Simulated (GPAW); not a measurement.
The system is Ba2Tl5V3O12.

```
Ba V Tl O
1.0
     8.15421    0.00000    0.00000
    -4.07711    7.06176    0.00000
     0.00000    0.00000    6.92128
Ba V Tl O
2 3 5 12
Direct
  0.00000 0.00000 0.23552
  0.00000 0.00000 0.76448
  0.50000 0.00000 0.00000
  0.00000 0.50000 0.00000
  0.50000 0.50000 0.00000
  0.50000 0.00000 0.50000
  0.00000 0.50000 0.50000
  0.50000 0.50000 0.50000
  0.33333 0.66667 0.22489
  0.66667 0.33333 0.77511
  0.33890 0.34334 0.81444
  0.65666 0.99556 0.81444
  0.00444 0.66110 0.81444
  0.34334 0.33890 0.18556
  0.99556 0.65666 0.18556
  0.66110 0.00444 0.18556
  0.66110 0.65666 0.18556
  0.34334 0.00444 0.18556
  0.99556 0.33890 0.18556
  0.65666 0.66110 0.81444
  0.00444 0.34334 0.81444
  0.33890 0.99556 0.81444
```

The cell was built by a generator and needn't be a form met in nature.

Base run:

| Property | Result |
| --- | --- |
| Program | GPAW 26.7.0 |
| Functional | PBE |
| Potentials or basis | GPAW PAW data sets (gpaw-data 1.2.1) |
| Cutoff | 800 eV |
| Basis | pw |
| k mesh | 3 × 3 × 3 |
| Occupations | fermi-dirac, width 0.05 eV |
| Spin | collinear spin, ferromagnetic start |
| Starting moments | [0.0, 0.0, 2.0, 2.0, 2.0, 0.0, 0.0, 0.0, 0.0, 0.0, 0.0, 0.0, 0.0, 0.0, 0.0, 0.0, 0.0, 0.0, 0.0, 0.0, 0.0, 0.0] μB |
| Hubbard terms | V d U = 4 eV |

Its results: pressure 3.0 GPa; net moment 1.34 μB per cell; largest force 1.049 eV/Å.

Question: The run is repeated on the same cell with these changes: hubbard terms from V d U = 4 eV to none. What comes out?

Answer: Pressure 0.7 GPa; net moment 0.00 μB per cell; largest force 0.224 eV/Å.

Caveats: forces of over 1 eV/Å show positions far from the minimum, so gaps and moduli don't describe the material at rest (some runs).
